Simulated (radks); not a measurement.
# F in [He] 2s2 2p4 3d1: an all-electron calculation

The task here is to estimate one member of a computed series from the others.

Program: radks (a radial shooting solver on a logarithmic mesh, Libxc functionals) version 1. Level of theory: scalar-relativistic Kohn-Sham, PBEsol, spin-unpolarised, spherical densities, point nucleus. These are calculated values, not measurements, unless marked.

### Starting point

| Property | Result |
| --- | --- |
| element | fluorine (Z = 9) |
| charge | 0 |
| electrons | 9 |
| configuration | [He] 2s2 2p4 3d1 |

Outer shells as boxes (Hund's rule):

F
```
[He] core
2s [↑↓]
2p [↑↓][↑ ][↑ ]
3d [↑ ][  ][  ][  ][  ]
```

The first run:

Settings of this run:

```text
Z 9
configuration [He] 2s2 2p4 3d1
relativity scalar-relativistic
functional pbe_sol,pbe_sol
spin unpolarised
nucleus point
c 137.035999084
```

Command:

```bash
python run_ks.py task.json out
```

The same process makes all the runs of this session.

One table of the session follows, with a row left open; its other results are not shown here.

It belongs to the step «Radial structure». Sizes of the orbitals, from the radial functions (bohr):

| level | <r> | outermost maximum (interpolated) | 90 % within |
| --- | --- | --- | --- |
| 1s | ? | ? | ? |
| 2s | 0.9634 | 0.753 | 1.53 |
| 2p | 0.9837 | 0.681 | 1.68 |
| 3d | 10.39 | 9.41 | 15.3 |

Q: Estimate the row for 1s from the others.

As computed: <r>: 0.1766; outermost maximum (interpolated): 0.115; 90 % within: 0.316. In the column «<r>» it is the lowest.
